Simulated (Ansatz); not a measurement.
# Mn2Al2Cu (I4mm) in Ansatz: further runs

One crystal, Mn2Al2Cu, is run at these levels: PBEsol; tasks: single point.

Program: Ansatz 0.2.0. These are calculated values, not measurements. Logs are shortened: lines on timing, memory, paths and dates and some standing lists are left out, and cuts for length are marked.

### Step 1. The crystal as given

It takes space group I4mm (No. 107, tetragonal). The conventional cell has a = 2.737 Å, b = 2.737 Å, c = 17.038 Å, α = 90.00°, β = 90.00°, γ = 90.00°. Cu (site symmetry 4mm) is surrounded by 4 Al at 2.57 Å and 4 Mn at 2.61 Å and 4 Cu at 2.74 Å. Mn (site symmetry 4mm) is surrounded by 4 Mn at 2.32 Å and 4 Cu at 2.61 Å. Mn (site symmetry 4mm) has 4 Mn at 2.32 Å and 4 Al at 2.53 Å as nearest neighbours. Al (site symmetry 4mm) has 5 Mn at 2.53 to 2.90 Å and 8 Al at 2.74 to 2.90 Å as nearest neighbours. Around Al (site symmetry 4mm) lie 4 Cu at 2.57 Å and 8 Al at 2.74 to 2.90 Å.

The cell comes from a database or a generator and needn't be the stable form of this composition.

### Step 2. Single point, PBEsol, collinear spin, ferromagnetic start

input.yaml

```yaml
crystal:
  lattice:
    - [-1.368592, 1.368592, 8.518936]
    - [1.368592, -1.368592, 8.518936]
    - [1.368592, 1.368592, -8.518936]
  atoms:
    - { symbol: Cu, position: [0.990791, 0.990791, 0.0], spin: 0.7534883721 }
    - { symbol: Mn, position: [0.38791, 0.38791, 0.0], spin: 5.023255814 }
    - { symbol: Mn, position: [0.813349, 0.813349, 0.0], spin: 5.023255814 }
    - { symbol: Al, position: [0.217548, 0.217548, 0.0] }
    - { symbol: Al, position: [0.590402, 0.590402, 0.0] }
hamiltonian:
  xc: pbesol
  pseudopotentials: { kind: paw }
magnetization:
  spin_polarized: true
  initial_magnetization: 10.8
  spin_locking: { lock_magnetization: hard }
kpoints:
  mp_grid: { grid: [11, 11, 11] }
scf:
  occupations: { method: fermi_dirac, width: 0.05 }
  lower_state_search: "off"
output:
  forces: true
  stress: true
  eigenvalues: true
```

Potentials or basis: Ansatz PAW.

Started as:

```console
$ ansatz run input.yaml --threads 2 --pin off --max-ram 5632MiB --backend cpu --events-out ev --progress --plain --runs-dir out
```

What it wrote:

```text
Warning: output.stress: scf.convergence.dr2_threshold = 1e-7 eV (the SCF's general default) is looser than the 5e-10 eV advised for a printed stress (1e-10 eV for each atom of the cell: 5). What an SCF threshold leaves in a stress goes as its square root, and in the free energy as the threshold itself, and one threshold admits the most on a small cell: of the crystals measured, under no hybrid functional and no lock of the moments, on runs that ended without the residual-converged pass, on stresses that held no estimate of that error, the worst erred by over 100 MPa in a component at 1e-7 eV an atom and by under 5 at 1e-10. Set scf.convergence.dr2_threshold to 5e-10 eV or tighter. The threshold is an SCF's pass mark: one that does not reach it within its budget of iterations ends unconverged, or closes short of it on a stop that the run arms, and scf.convergence.dr2_threshold's page says what that costs each kind of run
Warning: RAYON_NUM_THREADS=2 ignored (pool sized by the plan → 2); use --threads N
basis.fft_grid_basis auto: the FFT boxes are laid along the combinations [[1, 0, 1], [0, 1, 1], [0, 0, 1]] of the cell's own vectors, 2.737, 2.737 and 8.736 Å long. The dense box has 20×20×60 points. Along the cell's own vectors, as sized, it would have 60×60×60, 9.00 times as many. Of the 8 symmetry operations that the crystal satisfies within crystal.symmetry.tolerance (time reversal apart; of a slab, those that keep its plane) the dense box along the cell's own vectors carries 8, and the one as laid loses 6 of those. basis.fft_grid_basis: typed keeps the cell's own vectors: state it where this run's energies or levels are differenced outside the engine with another run's, or held beside a run that keeps those vectors.
Engine: ansatz 0.2.0, aarch64-unknown-linux-gnu
Pseudopotentials: kind: paw
Pseudopotential: Cu, paw, valence charge 19, recommended cutoff 420 eV (normal), Cu.paw.azcp
Pseudopotential: Mn, paw, valence charge 15, recommended cutoff 420 eV (normal), Mn.paw.azcp
Pseudopotential: Al, paw, valence charge 3, recommended cutoff 420 eV (normal), Al.paw.azcp
Functional definition: PBEsol
  exchange = pbesol_x
  correlation = pbesol_c
Crystal: 5 atoms, lattice volume = 63.825 Å³
Basis set: ecut = 420 eV, 1265 PW (Γ), FFT grids on a1+a3, a2+a3, a3, exchange–correlation on 40×40×120 points (8 copies of the dense FFT grid, shifted against one another)
Bands: 40, of which v1, the nominal top of the filled ones, is band 28 counted from 1 (27 counted from 0)
Symmetry: 8 space group operations
Space group: I4mm (ITA 107), of the structure as read, at distance tolerance 4.0e-5 Å
Magnetic group: BNS 107.227 (UNI 887), of the structure as read, at distance tolerance 4.0e-5 Å
k-points: 126 of 1331 (time reversal used)
Non-local potential: Cu, projectors of the file, l = 0: 3, l = 1: 2, l = 2: 3, l = 3: 1
Non-local potential: Mn, projectors of the file, l = 0: 3, l = 1: 2, l = 2: 3, l = 3: 1
Non-local potential: Al, projectors of the file, l = 0: 2, l = 1: 2, l = 2: 1
PAW form: soft (Blöchl's): semilocal exchange-correlation on the pseudo side does not see the compensation charge
PAW frozen core: Cu, regenerated for the run's functional, and the local potential with it (the file was generated under x = pbe(κ = 0.804, μ = 0.2195149727645171), c = pbe(β = 0.06672455060314922))
PAW frozen core: Mn, regenerated for the run's functional, and the local potential with it (the file was generated under x = pbe(κ = 0.804, μ = 0.2195149727645171), c = pbe(β = 0.06672455060314922))
PAW frozen core: Al, regenerated for the run's functional, and the local potential with it (the file was generated under x = pbe(κ = 0.804, μ = 0.2195149727645171), c = pbe(β = 0.06672455060314922))
PAW one-centre angular grid: Cu, 590 points (default); XC on 64 Gauss nodes
PAW one-centre angular grid: Mn, 590 points (default); XC on 64 Gauss nodes
PAW one-centre angular grid: Al, 110 points (default); XC on 64 Gauss nodes
Initial density: superposition of atomic densities (chi_scale 0.1, normalization cell)
Starting moments: Σ|m| = 10.8 μB on 3 of 5 sites
Initial wavefunctions: pseudopotential atomic-orbital guess
Functional: x = pbesol(κ = 0.804, μ = 0.12345679012345678), c = pbesol(β = 0.046)
SCF iter   1: F=—  HF=-15380.613313 eV  |F-HF|=—  |Δ(HF+E_count)|=         —  Δρ=5.31e-1 (↑1.33e-1 ↓5.31e-1)  dr2=3.95e2  dr2_m=2.82e1  M=10.800 μB ∫|m|=10.800 μB  β_m=0.30  ethr=3.10e-3  ⟨swp⟩=7.5  Hψ=43264  notcnv=0  defer=36
preconditioner: auto → Kerker (q_TF=auto, 2.661 Å⁻¹)  [metal: Δε(μ)=0.015 eV  Ē_g=7.456 eV  σ=0.050 eV  W_gap=0.07  n_scr=22 (ndim 8)  ℏωp=25.9 eV  f_vac=0.000  D(μ)=3.16/eV (n_scr^D=32)]
spin=Collinear: Kerker preconditioning applied to the charge; magnetization (m = ρ↑ − ρ↓) channel mixes plain (no charge-response kernel on spin).
SCF iter   2: F=—  HF=-15382.280444 eV  |F-HF|=—  |Δ(HF+E_count)|=    1.67e0  Δρ=2.46e-1 (↑1.14e-1 ↓2.46e-1)  dr2=4.06e1  dr2_m=5.98e0  M=10.800 μB ∫|m|=10.800 μB  β_m=0.26  ethr=3.10e-3  ⟨swp⟩=4.0  Hψ=36900  notcnv=0  defer=712
SCF iter   3: F=—  HF=-15370.113584 eV  |F-HF|=—  |Δ(HF+E_count)|=    1.22e1  Δρ=1.35e-1 (↑5.50e-2 ↓1.35e-1)  dr2=8.57e0  dr2_m=2.85e0  M=10.800 μB ∫|m|=10.800 μB  β_m=0.54  ethr=3.10e-3  ⟨swp⟩=3.1  Hψ=27453  notcnv=0  defer=741
SCF iter   4: F=—  HF=-15369.055727 eV  |F-HF|=—  |Δ(HF+E_count)|=    1.06e0  Δρ=3.25e-2 (↑2.66e-2 ↓3.25e-2)  dr2=2.89e0  dr2_m=1.78e-1  M=10.800 μB ∫|m|=10.800 μB  β_m=0.61  ethr=3.10e-3  ⟨swp⟩=3.1  Hψ=25177  notcnv=0  defer=786
SCF iter   5: F=—  HF=-15369.027324 eV  |F-HF|=—  |Δ(HF+E_count)|=   2.84e-2  Δρ=2.32e-2 (↑8.75e-3 ↓2.32e-2)  dr2=6.27e-1  dr2_m=4.96e-2  M=10.800 μB ∫|m|=10.800 μB  β_m=0.48  ethr=3.10e-3  ⟨swp⟩=2.3  Hψ=15823  notcnv=0  defer=786
SCF iter   6: F=—  HF=-15368.964752 eV  |F-HF|=—  |Δ(HF+E_count)|=   6.26e-2  Δρ=1.03e-2 (↑2.53e-3 ↓1.03e-2)  dr2=1.10e-1  dr2_m=1.02e-2  M=10.800 μB ∫|m|=10.800 μB  β_m=0.61  ethr=1.14e-3  ⟨swp⟩=2.3  Hψ=13568  notcnv=0  defer=782
SCF iter   7: F=—  HF=-15368.952880 eV  |F-HF|=—  |Δ(HF+E_count)|=   1.19e-2  Δρ=2.65e-3 (↑2.24e-3 ↓2.65e-3)  dr2=3.15e-2  dr2_m=3.84e-4  M=10.800 μB ∫|m|=10.800 μB  β_m=0.60  ethr=1.99e-4  ⟨swp⟩=2.0  Hψ=14780  notcnv=0  defer=783
SCF iter   8: F=—  HF=-15368.951126 eV  |F-HF|=—  |Δ(HF+E_count)|=   1.75e-3  Δρ=2.24e-3 (↑1.42e-3 ↓2.24e-3)  dr2=1.14e-2  dr2_m=5.83e-4  M=10.800 μB ∫|m|=10.800 μB  β_m=0.56  ethr=5.72e-5  ⟨swp⟩=2.0  Hψ=13578  notcnv=0  defer=782
SCF iter   9: F=—  HF=-15368.951183 eV  |F-HF|=—  |Δ(HF+E_count)|=   5.72e-5  Δρ=2.95e-3 (↑8.14e-4 ↓2.95e-3)  dr2=8.37e-3  dr2_m=6.97e-4  M=10.800 μB ∫|m|=10.800 μB  β_m=0.65  ethr=2.07e-5  ⟨swp⟩=1.7  Hψ=10837  notcnv=0  defer=782
SCF iter  10: F=—  HF=-15368.950535 eV  |F-HF|=—  |Δ(HF+E_count)|=   6.48e-4  Δρ=2.95e-4 (↑1.03e-4 ↓2.95e-4)  dr2=1.92e-4  dr2_m=1.05e-5  M=10.800 μB ∫|m|=10.800 μB  β_m=0.77  ethr=1.52e-5  ⟨swp⟩=1.2  Hψ=9422  notcnv=0  defer=782
SCF iter  11: F=—  HF=-15368.950531 eV  |F-HF|=—  |Δ(HF+E_count)|=   4.08e-6  Δρ=1.76e-4 (↑4.76e-5 ↓1.76e-4)  dr2=2.22e-5  dr2_m=3.98e-6  M=10.800 μB ∫|m|=10.800 μB  β_m=0.88  ethr=3.50e-7  ⟨swp⟩=1.9  Hψ=11694  notcnv=0  defer=780
SCF iter  12: F=—  HF=-15368.950537 eV  |F-HF|=—  |Δ(HF+E_count)|=   6.36e-6  Δρ=1.77e-4 (↑5.97e-5 ↓1.77e-4)  dr2=3.53e-5  dr2_m=2.09e-6  M=10.800 μB ∫|m|=10.800 μB  β_m=0.81  ethr=4.04e-8  ⟨swp⟩=1.9  Hψ=12475  notcnv=0  defer=780
SCF iter  13: F=—  HF=-15368.950535 eV  |F-HF|=—  |Δ(HF+E_count)|=   2.48e-6  Δρ=1.01e-4 (↑3.24e-5 ↓1.01e-4)  dr2=9.27e-6  dr2_m=7.15e-7  M=10.800 μB ∫|m|=10.800 μB  β_m=0.65  ethr=4.04e-8  ⟨swp⟩=2.0  Hψ=11653  notcnv=0  defer=780
SCF iter  14: F=—  HF=-15368.950534 eV  |F-HF|=—  |Δ(HF+E_count)|=   8.48e-7  Δρ=3.62e-5 (↑1.25e-5 ↓3.62e-5)  dr2=1.44e-6  dr2_m=1.04e-7  M=10.800 μB ∫|m|=10.800 μB  β_m=0.76  ethr=1.69e-8  ⟨swp⟩=1.0  Hψ=9347  notcnv=0  defer=780
SCF iter  15: F=—  HF=-15368.950534 eV  |F-HF|=—  |Δ(HF+E_count)|=   9.58e-8  Δρ=1.27e-5 (↑4.70e-6 ↓1.27e-5)  dr2=1.48e-7  dr2_m=1.33e-8  M=10.800 μB ∫|m|=10.800 μB  β_m=0.80  ethr=2.61e-9  ⟨swp⟩=1.0  Hψ=9297  notcnv=0  defer=780
SCF iter  16: F=-15368.950534 eV  HF=-15368.950534 eV  |F-HF|=1.23e-8  |Δ(HF+E_count)|=   1.19e-8  Δρ=2.76e-6 (↑1.19e-6 ↓2.76e-6)  dr2=1.33e-8  dr2_m=4.55e-10  M=10.800 μB ∫|m|=10.800 μB  ethr=1.82e-10  ⟨swp⟩=10.1  Hψ=40982  notcnv=0
SCF 1 converged in 16 iterations: F = -15368.950534 eV  dr2 = 1.33e-8
SCF converged after 16 iterations
Stability checked in part: among states of this total moment the steps that led to this state did not find it unstable. No probe was made; neither looks for a lower state of another moment (fixed_total_moment; see scf.lower_state_search)
Magnetization: 10.8000 μB (32.9000 up, 22.1000 down)
Absolute magnetization: 10.8003 μB (∫|ρ↑−ρ↓|, with the PAW one-centre terms)
Spin contamination: 0.0199 ħ² per cell (⟨S²⟩ above its minimum at these occupations)
Per-site moments (μB) at R_I (Å): [(0.5740597083190249, 1.0618521113059918), (3.771299530138009, 0.9549980475151995), (3.5706098434049043, 0.9549980475151995), (0.31855238073507053, 1.0443920364216395), (0.39547391004017657, 1.0618521113059918)]
Free energy (F): -15368.950534 eV
Harris-Foulkes:  -15368.950534 eV  (|F-HF|=1.23e-8)
Internal energy: -15368.921868 eV  (E = F + TS)
E sigma→0 (E₀):  -15368.936201 eV
Entropy (-TS):   -0.028666 eV (-5.733 meV/atom)
Fermi energy:    14.663777 (↑ 16.589606, ↓ 12.737948) eV
--- Per-component energies (eV) ---
  E_band       = -858.565136
  E_kinetic    = 968.008300
  E_local      = -14486.291479  (includes V_loc(G=0)·N_el)
  E_nonlocal   = 911.125149
  E_hartree    = 6636.644048
  E_xc         = -399.030309
  E_vxc        = -471.138670  (∫ρ·V_xc dr)
  E_paw        = -5079.898259  (= ΣΔE_a)
  E_vpaw       = -1053.558880  (= ΣTr[D̂ρ^β])
  E_aug_tail   = 0.000242  (compensation charges beyond the density's cutoff)
  E_ewald      = -3920.063340
  E_core_change = 0.583781  (= ΣΔE_core)
  E_smearing   = -0.028666  (= −TS)
  E_closure    = -0.000000  (closes the sum)
  Σ components = -15368.950534   (vs F -15368.950534, Δ=0.00e0)
--- Forces (eV/Å), atoms counted from 1 ---
  atom   1  Cu     0.00000000    -0.00000000     0.04031158
  atom   2  Mn     0.00000000    -0.00000000     5.88046348
  atom   3  Mn    -0.00000000     0.00000000    -4.19639621
  atom   4  Al    -0.00000000     0.00000000    -1.88083002
  atom   5  Al     0.00000000     0.00000000     0.15647039
  max |Σ_I F_I| component: 1.92e-5 eV/Å
--- Stress (GPa, compression-positive) ---
       41.469974       0.000000       0.000000
        0.000000      41.469974      -0.000000
        0.000000      -0.000000      34.716611
  P = ⅓ Tr σ = 39.2189 GPa (392.189 kbar)
--- Band table (eV; the first three rows and the last of 252) ---
  k-point 0 ↑: bands = ["-99.2080", "-66.5039", "-66.2480", "-56.7516", "-56.6767", "-56.6767", "-35.5481", "-35.4069", "-35.4069", "-35.2096", "-34.9697", "-34.9697", "3.0882", "5.0667", "5.7958", "8.3115", "8.6122", "9.5158", "9.6708", "10.5213", "10.5213", "10.9996", "11.4136", "11.4136", "11.5964", "11.7020", "12.0663", "12.7736", "12.9860", "12.9860", "13.8925", "14.8773", "21.1503", "21.1569", "22.0332", "22.0332", "23.0647", "23.0647", "23.6034", "24.6206"]
  k-point 1 ↑: bands = ["-99.2077", "-66.4931", "-66.2538", "-56.7513", "-56.6786", "-56.6785", "-35.5539", "-35.4324", "-35.4254", "-35.1671", "-34.9998", "-34.9742", "3.4221", "5.3748", "6.1220", "8.4860", "8.7531", "9.6458", "9.7100", "10.4242", "10.4623", "10.8739", "11.2054", "11.3303", "11.3725", "11.7117", "11.9874", "13.0590", "13.1621", "13.2100", "13.8596", "15.0251", "18.7549", "20.4752", "20.8244", "21.6657", "22.0783", "24.6941", "24.9118", "24.9742"]
  k-point 2 ↑: bands = ["-99.2070", "-66.4648", "-66.2686", "-56.7504", "-56.6834", "-56.6833", "-35.5704", "-35.4748", "-35.4580", "-35.1120", "-35.0630", "-34.9865", "4.3970", "6.2660", "7.0488", "8.9388", "9.1521", "9.8194", "9.9074", "10.1850", "10.1894", "10.5515", "10.6618", "11.0942", "11.2735", "11.9117", "11.9553", "13.0600", "13.2809", "13.4491", "14.6404", "15.6746", "16.5935", "18.4098", "18.6776", "20.5444", "22.8878", "22.9046", "23.3068", "23.5465"]
  k-point 125 ↓: bands = ["-98.6937", "-62.4510", "-62.1756", "-56.2322", "-56.1823", "-56.1802", "-31.5518", "-31.4728", "-31.4354", "-31.1354", "-30.9884", "-30.9856", "4.6268", "5.5036", "8.9343", "9.1427", "10.1254", "10.4497", "11.0664", "11.0780", "11.4018", "11.6711", "13.1968", "14.8706", "14.9337", "15.1662", "15.2141", "15.6239", "16.7345", "16.7796", "17.7422", "19.2052", "20.2390", "20.4568", "22.8703", "23.1083", "24.1118", "25.0876", "25.4397", "26.2784"]
```

Run time: 46 s. Hardware: 2 threads of Arm Neoverse V2, shared host; peak memory 0.68 GiB.

What came out:

```yaml
Free_energy: -15368.9505 eV
Pressure: 39.2 GPa
Largest_force: 5.880 eV/Å
Net_moment: 10.80 μB per cell
Absolute_moment: 10.80 μB per cell
Site_moments: Cu +0.57; Mn +3.77, +3.57; Al +0.32, +0.40 μB
```

Forces on the atoms (eV/Å):
```
Cu   0.000  0.000  0.040
Mn   0.000  0.000  5.880
Mn   0.000  0.000 -4.196
Al   0.000  0.000 -1.881
Al   0.000  0.000  0.156
```

Caveat: a pressure of tens of GPa on the cell as given is suspect, and the run, the potentials or the cell itself is likely at fault; the total moment is fixed, so each spin has its own Fermi level; the PAW data sets come from PBE, with cores solved anew for the run's functional, which leaves a small shift of forces and pressure; forces of over 1 eV/Å show positions far from the minimum, so gaps and moduli don't describe the material at rest; the thresholds are loose for stress.

### Step 3. Single point, PBEsol, collinear spin, ferromagnetic start

input.yaml

```yaml
crystal:
  lattice:
    - [-1.368592, 1.368592, 8.518936]
    - [1.368592, -1.368592, 8.518936]
    - [1.368592, 1.368592, -8.518936]
  atoms:
    - { symbol: Cu, position: [0.990791, 0.990791, 0.0], spin: 0.9 }
    - { symbol: Mn, position: [0.38791, 0.38791, 0.0], spin: 6.0 }
    - { symbol: Mn, position: [0.813349, 0.813349, 0.0], spin: 6.0 }
    - { symbol: Al, position: [0.217548, 0.217548, 0.0] }
    - { symbol: Al, position: [0.590402, 0.590402, 0.0] }
hamiltonian:
  xc: pbesol
  pseudopotentials: { kind: paw }
magnetization:
  spin_polarized: true
  initial_magnetization: 12.9
  spin_locking: { lock_magnetization: hard }
kpoints:
  mp_grid: { grid: [11, 11, 11] }
scf:
  occupations: { method: fermi_dirac, width: 0.05 }
  lower_state_search: "off"
output:
  forces: true
  stress: true
  eigenvalues: true
  write_density: true
  write_potential: true
  elf: true
  volumetric_format: npy
```

Potentials or basis: Ansatz PAW.

Started as:

```console
$ ansatz run input.yaml --threads 2 --pin off --max-ram 5632MiB --backend cpu --events-out ev --progress --plain --runs-dir out
```

Wall time 75 s (2 threads of Arm Neoverse V2, shared host); peak memory 0.69 GiB.

It converged, with:

```yaml
Free_energy: -15364.0072 eV
Pressure: 54.8 GPa
Largest_force: 6.470 eV/Å
Net_moment: 12.90 μB per cell
Absolute_moment: 12.90 μB per cell
Site_moments: Cu +0.82; Mn +4.02, +3.91; Al +0.51, +0.59 μB
```

Forces in eV/Å, atoms in the order of the input:
```
Cu   0.000  0.000  0.041
Mn   0.000  0.000  6.470
Mn   0.000  0.000 -4.233
Al   0.000  0.000 -2.597
Al   0.000  0.000  0.320
```

Stress tensor (GPa, compression positive):
```
58.18  0.00  0.00
 0.00 58.18  0.00
 0.00  0.00 48.02
```

Caveat: a pressure of tens of GPa on the cell as given is suspect, and the run, the potentials or the cell itself is likely at fault; the total moment is fixed, so each spin has its own Fermi level; the PAW data sets come from PBE, with cores solved anew for the run's functional, which leaves a small shift of forces and pressure; forces of over 1 eV/Å show positions far from the minimum, so gaps and moduli don't describe the material at rest; the thresholds are loose for stress.

### Step 4. Single point, PBEsol, collinear spin, ferromagnetic start

input.yaml

```yaml
crystal:
  lattice:
    - [-1.368592, 1.368592, 8.518936]
    - [1.368592, -1.368592, 8.518936]
    - [1.368592, 1.368592, -8.518936]
  atoms:
    - { symbol: Cu, position: [0.990791, 0.990791, 0.0], spin: 1.2 }
    - { symbol: Mn, position: [0.38791, 0.38791, 0.0], spin: 8.0 }
    - { symbol: Mn, position: [0.813349, 0.813349, 0.0], spin: 8.0 }
    - { symbol: Al, position: [0.217548, 0.217548, 0.0] }
    - { symbol: Al, position: [0.590402, 0.590402, 0.0] }
hamiltonian:
  xc: pbesol
  pseudopotentials: { kind: paw }
magnetization:
  spin_polarized: true
  initial_magnetization: 17.2
  spin_locking: { lock_magnetization: hard }
kpoints:
  mp_grid: { grid: [11, 11, 11] }
scf:
  occupations: { method: fermi_dirac, width: 0.05 }
  lower_state_search: "off"
output:
  forces: true
  stress: true
  eigenvalues: true
```

Started as:

```console
$ ansatz run input.yaml --threads 2 --pin off --max-ram 5632MiB --backend cpu --events-out ev --progress --plain --runs-dir out
```

It took 52 s on 2 threads of Arm Neoverse V2, shared host; peak memory 0.69 GiB.

Results (log left out):

| Property | Result |
| --- | --- |
| Free energy | -15347.8489 eV |
| Pressure | 98.3 GPa |
| Largest force | 7.976 eV/Å |
| Net moment | 17.20 μB per cell |
| Absolute moment | 17.20 μB per cell |
| Site moments | Cu +1.45; Mn +4.48, +4.52; Al +0.91, +0.96 μB |

Forces on the atoms (eV/Å):
```
Cu   0.000  0.000 -0.012
Mn   0.000  0.000  7.976
Mn   0.000  0.000 -4.602
Al   0.000  0.000 -4.459
Al   0.000  0.000  1.097
```

Stress tensor (GPa, compression positive):
```
101.14   0.00   0.00
  0.00 101.14   0.00
  0.00   0.00  92.62
```

Caveat: a pressure of tens of GPa on the cell as given is suspect, and the run, the potentials or the cell itself is likely at fault; the total moment is fixed, so each spin has its own Fermi level; the PAW data sets come from PBE, with cores solved anew for the run's functional, which leaves a small shift of forces and pressure; forces of over 1 eV/Å show positions far from the minimum, so gaps and moduli don't describe the material at rest; the thresholds are loose for stress.

### Step 5. The runs side by side

```tsv
fixed moment (μB)	pressure (GPa)	moment (μB)	largest force (eV/Å)
10.8	39.2	10.80	5.88
12.9	54.8	12.90	6.47
17.2	98.3	17.20	7.98
```

Alike in all rows: task single point; level PBEsol; potentials or basis Ansatz PAW; spin collinear, ferromagnetic start; cell as given; k mesh 11 × 11 × 11; cutoff (eV) 420; smearing fermi-dirac 0.05 eV.

Caveats: a pressure of tens of GPa on the cell as given is suspect, and the run, the potentials or the cell itself is likely at fault; the total moment is fixed, so each spin has its own Fermi level; the PAW data sets come from PBE, with cores solved anew for the run's functional, which leaves a small shift of forces and pressure; forces of over 1 eV/Å show positions far from the minimum, so gaps and moduli don't describe the material at rest; the thresholds are loose for stress.

Total energies depend on the potentials used, so only differences within one code and one set of settings carry meaning.
